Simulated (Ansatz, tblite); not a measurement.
# SbH2(SiH3) (SiSbH5): charged states by level of theory

Aim: the energy of removing an electron for SbH2(SiH3) (SiSbH5), by energy differences, and how well orbital energies stand in for it.

Method: as each input shows; program: Ansatz 0.2.0, Gaussian basis.

Plan: charge +1 doublet, at the geometry of the singlet (PBE0-D4/def2-TZVP, PBE-D4/def2-TZVP, r2SCAN-D4/def2-TZVP, CCSD(T)/def2-TZVPP); the starting singlet's energies come from earlier runs.

1 further run of the same task is left out (set aside as unsound or not needed).

**1. The relaxed structure**

The geometry is that of the singlet, from an earlier relaxation (r2SCAN-D4/def2-TZVP).

7 atoms, charge 0, spin multiplicity 1.

Atoms are counted from 1 here; the program's logs count them from 0.

Bond lengths: Sb1–H2 1.710 Å, Sb1–H3 1.709 Å, Sb1–Si4 2.579 Å, Si4–H5 1.484 Å, Si4–H6 1.485 Å, Si4–H7 1.485 Å. Angles: H2–Sb1–H3 91.0°, H2–Sb1–Si4 90.8°, H3–Sb1–Si4 91.2°, Sb1–Si4–H5 113.4°, Sb1–Si4–H6 108.5°, Sb1–Si4–H7 108.3°, H5–Si4–H6 109.0°, H5–Si4–H7 109.1°, H6–Si4–H7 108.5°.

Sb takes a core potential in the def2 sets. No spin-orbit coupling is included.

**2. Charge +1 doublet at the fixed geometry, PBE0-D4/def2-TZVP**

in.yaml

```yaml
crystal:
  periodic: [false, false, false]
  atoms:
    - {symbol: Sb, position_ang: [0.614860, 1.115806, 1.148491]}
    - {symbol: H, position_ang: [2.010473, 1.040981, 0.163338]}
    - {symbol: H, position_ang: [-0.091921, 2.275486, 0.110299]}
    - {symbol: Si, position_ang: [-0.468665, -0.810607, -0.179804]}
    - {symbol: H, position_ang: [-0.475817, -0.583478, -1.646388]}
    - {symbol: H, position_ang: [-1.867913, -0.978492, 0.289347]}
    - {symbol: H, position_ang: [0.278982, -2.059685, 0.114717]}
basis:
  gaussian: {orbitals: def2-TZVP}
total_charge: 1
magnetization: {spin_polarized: true, initial_magnetization: 1}
hamiltonian: {xc: pbe0, dispersion: d4}
output: {orbitals: {seedname: orbitals}}
```

Launch:

```
$ ansatz run in.yaml --threads 4 --pin off --events-out ev --progress --plain --max-ram 3916MiB
```

Standard output:

```text
Functional definition: PBE0
  name "PBE0"
  cite "Adamo & Barone, J. Chem. Phys. 110, 6158 (1999) doi:10.1063/1.478522"
  cite "Perdew, Burke & Ernzerhof, Phys. Rev. Lett. 77, 3865 (1996) doi:10.1103/PhysRevLett.77.3865"
  parent pbe
  parameter a = 0.25
  parameter kappa = 0.804
  parameter beta = 0.06672455060314922
  exchange = (1 - a)*pbe_x(kappa = kappa, mu = beta*pi^2/3) + a*exact_x
  correlation = pbe_c(beta = beta)
929 factors; their error is unknown
mean field evaluation 1: about -14481.7624 eV, gradient 1.8e1 eV
mean field evaluation 2: about -14480.8576 eV, gradient 2.4e1 eV
mean field evaluation 4: about -14483.9326 eV, gradient 8.3e-1 eV
mean field evaluation 8: about -14483.9396 eV, gradient 1.0e-1 eV
mean field evaluation 16: about -14484.1445 eV, gradient 3.6e-3 eV
mean field -14484.14452177 eV, -532.2824934691 hartree, gradient 3.7e-5 eV, S^2 0.755391; 2 other end points of the search recorded, 0 dependent functions left out
reference -14484.14455788 eV, -532.2824947964 hartree; 21, 20 occupied and 96, 97 virtual orbitals, 929 factors
Total energy: -14484.23658599 eV, -532.2858767671 hartree
```

It took 2.7 s on 4 threads of Intel Xeon at 2.70GHz, shared host.

Report: HOMO -14.24 eV, LUMO -11.25 eV (over both spins); ⟨S²⟩ 0.755 (pure: 0.75).

**3. Charge +1 doublet at the fixed geometry, PBE-D4/def2-TZVP**

start.molden holds the orbitals of an earlier run on this state, given as this run's starting guess.

in.yaml: that of step 2 with these lines changed.

```diff
@@ -11,6 +11,7 @@
 basis:
-  gaussian: {orbitals: def2-TZVP}
+  gaussian: {orbitals: def2-TZVP, initial_orbitals: start.molden}
 total_charge: 1
 magnetization: {spin_polarized: true, initial_magnetization: 1}
-hamiltonian: {xc: pbe0, dispersion: d4}
+hamiltonian: {xc: pbe, dispersion: d4}
+scf: {omitted_lower_state_checks: [starts]}
 output: {orbitals: {seedname: orbitals}}
```

Same command.

Standard output:

```text
Functional definition: PBE
  name "PBE"
  cite "Perdew, Burke & Ernzerhof, Phys. Rev. Lett. 77, 3865 (1996) doi:10.1103/PhysRevLett.77.3865"
  parent pbe
  parameter kappa = 0.804
  parameter beta = 0.06672455060314922
  exchange = pbe_x(kappa = kappa, mu = beta*pi^2/3)
  correlation = pbe_c(beta = beta)
these checks for a lower state are left out or cut short: starts
855 factors; their error is unknown
mean field evaluation 1: about -14482.8950 eV, gradient 5.4e0 eV
mean field evaluation 2: about -14482.9684 eV, gradient 1.1e-1 eV
mean field evaluation 4: about -14482.9522 eV, gradient 8.5e-4 eV
mean field -14482.95222031 eV, -532.2386771987 hartree, gradient 8.5e-5 eV, S^2 0.752758; 0 other end points of the search recorded, 0 dependent functions left out
reference -14482.95226833 eV, -532.2386789633 hartree; 21, 20 occupied and 96, 97 virtual orbitals, 855 factors
Total energy: -14483.06093306 eV, -532.2426723186 hartree
Checks for a lower state left out: starts
```

Wall time 1.4 s (4 threads of Intel Xeon at 2.70GHz, shared host).

From the report: HOMO -13.13 eV, LUMO -12.10 eV (over both spins); ⟨S²⟩ 0.753 (pure: 0.75).

**4. Charge +1 doublet at the fixed geometry, r2SCAN-D4/def2-TZVP**

in.yaml: that of step 3 with these lines changed.

```diff
@@ -14,3 +14,3 @@
 magnetization: {spin_polarized: true, initial_magnetization: 1}
-hamiltonian: {xc: pbe, dispersion: d4}
+hamiltonian: {xc: r2scan, dispersion: d4}
 scf: {omitted_lower_state_checks: [starts]}
```

The command is unchanged.

Standard output:

```text
Functional definition: r2SCAN
  name "r2SCAN"
  cite "Furness, Kaplan, Ning, Perdew & Sun, J. Phys. Chem. Lett. 11, 8208 (2020) doi:10.1021/acs.jpclett.0c02405"
  cite "Furness, Kaplan, Ning, Perdew & Sun, J. Phys. Chem. Lett. 11, 9248 (2020) doi:10.1021/acs.jpclett.0c03077"
  parent r2scan
  parameter k0 = 0.174
  parameter k1 = 0.065
  parameter a1 = 4.9479
  exchange = r2scan_x(k0 = k0, k1 = k1, a1 = a1)
  correlation = r2scan_c
these checks for a lower state are left out or cut short: starts
855 factors; their error is unknown
mean field evaluation 1: about -14489.1566 eV, gradient 3.9e0 eV
mean field evaluation 2: about -14489.1869 eV, gradient 3.7e-2 eV
mean field evaluation 4: about -14489.1715 eV, gradient 1.7e-4 eV
mean field -14489.17145699 eV, -532.4672299313 hartree, gradient 1.5e-5 eV, S^2 0.756776; 0 other end points of the search recorded, 0 dependent functions left out
reference -14489.17147451 eV, -532.4672305750 hartree; 21, 20 occupied and 96, 97 virtual orbitals, 855 factors
Total energy: -14489.19492814 eV, -532.4680924801 hartree
Checks for a lower state left out: starts
```

Wall time 2.5 s (4 threads of Intel Xeon at 2.70GHz, shared host).

Report: HOMO -13.43 eV, LUMO -11.87 eV (over both spins); ⟨S²⟩ 0.757 (pure: 0.75).

**5. Charge +1 doublet at the fixed geometry, CCSD(T)/def2-TZVPP**

in.yaml: that of step 4 with these lines changed.

```diff
@@ -11,7 +11,7 @@
 basis:
-  gaussian: {orbitals: def2-TZVP, initial_orbitals: start.molden}
+  gaussian: {orbitals: def2-TZVPP, initial_orbitals: start.molden}
 total_charge: 1
 magnetization: {spin_polarized: true, initial_magnetization: 1}
-hamiltonian: {xc: r2scan, dispersion: d4}
-scf: {omitted_lower_state_checks: [starts]}
+correlation: {method: ccsd_t}
+scf: {omitted_lower_state_checks: [starts, cluster_reference]}
 output: {orbitals: {seedname: orbitals}}
```

The command is unchanged.

Standard output, cut to the lines that bear on the results:

```text
Functional definition: HF
  name "HF"
  cite "Fock, Z. Phys. 61, 126 (1930) doi:10.1007/BF01340294"
  parent pbe
[...]
1073 factors; integrals over basis functions are off by at most 1.1e-3 eV
[...]
mean field -14443.60219701 eV, -530.7925905148 hartree, gradient 5.5e-6 eV, S^2 0.772330; 0 other end points of the search recorded, 0 dependent functions left out
9 core orbitals not correlated: weight in the atoms' cores, before any rotation towards them, 1.000 or more for the frozen orbitals, at most 0.000 for the correlated occupied ones
reference -14443.60219701 eV, -530.7925905148 hartree; 12, 11 occupied and 141, 142 virtual orbitals, 1073 factors
second order -12.41499671 eV of doubles, -0.00000000 eV of singles
cycle   1  -12.77121729 eV  change   -3.6e-1 eV  update   9.1e-2
[...]
cycle  13  -13.25998870 eV  change   -2.0e-6 eV  update   2.0e-5
perturbative correction -0.36634658 eV, -0.0134629887 hartree
Total energy: -14457.22853229 eV, -531.2933491001 hartree
Checks for a lower state left out: starts, cluster_reference
```

Run time: 68 s. Hardware: 4 threads of Intel Xeon at 2.70GHz, shared host; peak memory 3.1 GiB.

Report: Hartree-Fock HOMO -16.64 eV, LUMO -7.49 eV (over both spins); ⟨S²⟩ 0.772 (pure: 0.75); T1 0.015.

**6. Vertical ionisation energy**

Charged state less starting state, singlet to doublet; the starting state's energies are those of its earlier runs.

Differences are taken before rounding.

```csv
method,vertical ionisation energy (eV),from CCSD(T)/def2-TZVPP (eV),time
HF/def2-TZVPP,8.38,-0.93,
PBE-D4/def2-TZVP,9.23,-0.07,2.9 s
r2SCAN-D4/def2-TZVP,9.26,-0.04,4.1 s
PBE0-D4/def2-TZVP,9.29,-0.02,4.2 s
MP2/def2-TZVPP,9.35,+0.05,
CCSD/def2-TZVPP,9.25,-0.05,
CCSD(T)/def2-TZVPP,9.30,0,84 s
```

Times add the two runs; a level without a time comes out of a correlated run.

Beside −ε(HOMO) of the starting state:

```csv
level,−ε(HOMO) (eV),by difference (eV),mismatch (eV)
PBE-D4/def2-TZVP,6.30,9.23,-2.93
r2SCAN-D4/def2-TZVP,6.53,9.26,-2.72
PBE0-D4/def2-TZVP,7.26,9.29,-2.03
```

**7. What came out**

| quantity | value |
| --- | --- |
| vertical ionisation energy, functionals in def2-TZVP | 9.23 (PBE-D4) to 9.29 eV (PBE0-D4) |
| vertical ionisation energy, CCSD(T)/def2-TZVPP | 9.30 eV |

What this shows: The vertical ionisation energy spans 9.23 to 9.29 eV over the functionals, beside 9.30 eV from CCSD(T)/def2-TZVPP. −ε(HOMO) misses the level's own difference by -2.03 eV at best (PBE0-D4) and -2.93 eV at worst (PBE-D4). CCSD(T)/def2-TZVPP isn't at the basis-set limit; small misses against it rank nothing.
